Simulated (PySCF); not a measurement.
**CoS₂⁺: structure of the quintet**

Where does quintet CoS₂⁺ go from a PBE0 minimum start, is the end point a minimum, and what are its modes, charges and moments?

The runs use PySCF 2.14.0; PBE0, basis Co def2-SVP, S def2-SVP, no relativity, density fitting.

## Step 1: The starting structure

3 atoms, charge 1, spin multiplicity 5.

Bond lengths: Co1–S2 2.248 Å, Co1–S3 2.248 Å, S2–S3 2.024 Å. Angles: S2–Co1–S3 53.5°, Co1–S2–S3 63.3°, Co1–S3–S2 63.3°.

```xyz
3
charge 1 multiplicity 5
Co    0.0000    0.0000   -1.0448
S     1.0120    0.0000    0.9630
S    -1.0120    0.0000    0.9630
```

## Step 2: The SCF at the typed geometry

One driver script runs all steps and calls PySCF; scf.py shows how it sets up the SCF of each step. The optimiser is the driver's own. After this first run the driver tries any further starts and a stability analysis.

scf.py

```python
from pyscf import gto, scf, dft
mol = gto.M(atom='''
Co     0.000000    -0.000000    -1.044758
S      1.011955    -0.000000     0.962952
S     -1.011955     0.000000     0.962952''',
    basis={'Co': 'def2-SVP', 'S': 'def2-SVP'},
    charge=1, spin=4)
mf = dft.UKS(mol, xc='PBE0')
mf.grids.atom_grid = (50, 194)
aux = {'Co': 'def2-universal-JKFIT', 'S': 'def2-universal-JKFIT'}
mf = mf.density_fit(auxbasis=aux)
mf.conv_tol = 1e-08
mf.diis_space = 10
mf.max_cycle = 60
mf.init_guess = 'minao'
mf.verbose = 4
mf.kernel()
```

Started as:

```console
> OMP_NUM_THREADS=2 python axn.py task.json out
```

The runs that follow: PBE0 minimum start, quintet: relaxation; Vibrations and properties at this point.

Q: Predict the outcome of this session. Wanted: minimum; geometry; wavenumbers; dipole moment; highest occupied, lowest empty level; polar-tensor charge of Co1; zero-point energy; ⟨S²⟩.

**Answer**, as computed:

| quantity | value |
| --- | --- |
| minimum | quintet, C2v |
| geometry | Co–S 2.248 Å (×2), S–S 2.024 Å; Co–S–S 63.2° (×2), S–Co–S 53.5° |
| wavenumbers (cm⁻¹) | 274 (b2), 315 (a1), 595 (a1) |
| dipole moment (centre of mass) | 4.56 D |
| highest occupied, lowest empty level (either spin) | -12.61, -9.21 eV |
| polar-tensor charge of Co1 | +0.91 e |
| zero-point energy | 7.1 kJ/mol |
| entropy at 298.15 K | 298.3 J/(mol K) |
| ⟨S²⟩ | 6.015 |

**Reading.** The PBE0 minimum start keeps its C2v symmetry and ends in a minimum. The strongest infrared band lies at 315 cm⁻¹ (a1). Most of the spin sits on Co1 (Mulliken spin 2.50, against 4 for the whole molecule). Only this shape and spin were tried, so other structures or states may lie lower. Open d and f shells are described by one determinant, and the ground state may have another occupation or spin.
